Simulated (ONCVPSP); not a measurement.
**Thulium: generating and testing an ONCV potential**

Do these settings give a usable potential? It is generated, then checked for transferability, scattering, ghosts and hardness.

The numbers are computed with ONCVPSP 4.0.1 (LDA (Perdew-Wang 92), scalar-relativistic, spin-unpolarised reference atom).

### Step 1. The atom and the settings

The settings as typed:

```
element                 : thulium (Tm, Z = 69)
type                    : optimised norm-conserving Vanderbilt (ONCV)
frozen core             : [Kr]
valence charge          : 33
reference configuration : 4d10 4f13 5s2 5p6 6s1 (charge +1)
partial waves           : 5s+6s: rc 2.20 bohr, ncon 4, nbas 9, qcut 6.6 1/bohr, 2 projectors; 5p: rc 1.40 bohr, ncon 4, nbas 7, qcut 4.7 1/bohr, 1 projector; 4d: rc 0.70 bohr, ncon 5, nbas 10, qcut 26.8 1/bohr, 1 projector; 4f: rc 0.80 bohr, ncon 4, nbas 9, qcut 24.1 1/bohr, 3 projectors, debl 0.9 Ha
local potential         : polynomial inside 0.50 bohr (lpopt 3, dvloc0 0 Ha)
core correction         : Teter function, fcfact 5.75, rcfact 1.4
```

The nodes and maxima of the atom's own shells, from an earlier all-electron run, set the scale for the radii.

All-electron outer shells of the reference configuration (LDA (PZ), scalar-relativistic, ld1.x):

```
shell  level (eV)  outermost node (bohr)  outermost maximum (bohr)
   4d     -178.18                   0.24                      0.50
   5s      -60.36                   0.59                      1.10
   5p      -33.85                   0.64                      1.26
   4f      -10.06                      –                      0.49
   6s       -9.45                   1.48                      3.09
   5d       -6.85                   0.72                      2.00
   6p       -5.65                   1.81                      4.02
```

### Step 2. Generation

Contents of Tm.dat:

```
# ATOM AND REFERENCE CONFIGURATION
# atsym  z   nc   nv     iexc    psfile
  Tm 69.00    8    5  -001012      upf
#
#   n    l    f
    1    0    2.00
    2    0    2.00
    2    1    6.00
    3    0    2.00
    3    1    6.00
    3    2   10.00
    4    0    2.00
    4    1    6.00
    4    2   10.00
    4    3   13.00
    5    0    2.00
    5    1    6.00
    6    0    1.00
#
# PSEUDOPOTENTIAL AND OPTIMIZATION
# lmax
    3
#
#   l,   rc,      ep,       ncon, nbas, qcut
    0    2.20    0.00    4    9    6.60
    1    1.40    0.00    4    7    4.70
    2    0.70    0.00    5   10   26.80
    3    0.80    0.00    4    9   24.10
#
# LOCAL POTENTIAL
# lloc, lpopt,  rc(5),   dvloc0
    4    3    0.50    0.00
#
# VANDERBILT-KLEINMAN-BYLANDER PROJECTORs
# l, nproj, debl
    0    2    1.50
    1    1    3.00
    2    1    1.20
    3    3    0.90
#
# MODEL CORE CHARGE
# icmod, fcfact, rcfact
    3    5.75    1.40
#
# LOG DERIVATIVE ANALYSIS
# epsh1, epsh2, depsh
   -8.00    5.00    0.04
#
# OUTPUT GRID
# rlmax, drl
    6.00    0.01
#
# TEST CONFIGURATIONS
# ncnf
    4
# nvcnf
#   n    l    f
    5
    4    2   10.00
    4    3   13.00
    5    0    2.00
    5    1    6.00
    6    0    2.00
#
    5
    4    2   10.00
    4    3   13.00
    5    0    2.00
    5    1    6.00
    6    0    0.00
#
    5
    4    2   10.00
    4    3   12.00
    5    0    2.00
    5    1    6.00
    6    0    0.00
#
    5
    4    2    9.00
    4    3   13.00
    5    0    2.00
    5    1    6.00
    6    0    2.00
#
```

Command:

```console
oncvpsp.x < Tm.dat > Tm.out
```

Before running it: what results should come out? Wanted: cutoffs for 1 and 0.1 mHa per electron, occupied waves; bound ghosts; GHOST(+) flags; largest miss of a reference level; largest test error; largest phase difference near zero energy, channels read; rms error of d²Exc/dn², without and with the model core.

As calculated:

```
                                                quantity                              value
  cutoffs for 1 and 0.1 mHa per electron, occupied waves                  222 Ha and 257 Ha
                                            bound ghosts   s at -899.86 eV, p at -558.59 eV
                                          GHOST(+) flags                         s at 53 eV
                       largest miss of a reference level                        28 meV (4f)
                            largest test error (AE − PS)  -95 meV, for 4d9 4f13 5s2 5p6 6s2
largest phase difference near zero energy, channels read                          0.009 rad
 rms error of d²Exc/dn², without and with the model core                  4.56 and 2.57 mHa
```

In words: A bound ghost (s, p) makes it unfit for use: electrons can fall into a state that the atom doesn't have. By total energies transferability is fair: the largest error is 95 meV on 173.1 eV, for 4d9 4f13 5s2 5p6 6s2. That test lies far up in energy; among those under 40 eV, nearer to bonding, the largest error is 20 meV. It counts as very hard, with 222 Ha needed at the looser tolerance. Near zero energy the phases of the channels with partial waves agree within 0.009 rad. The program also flags highly localised states, GHOST(+) (s). These are tests on the free atom; a crystal test is still owed.
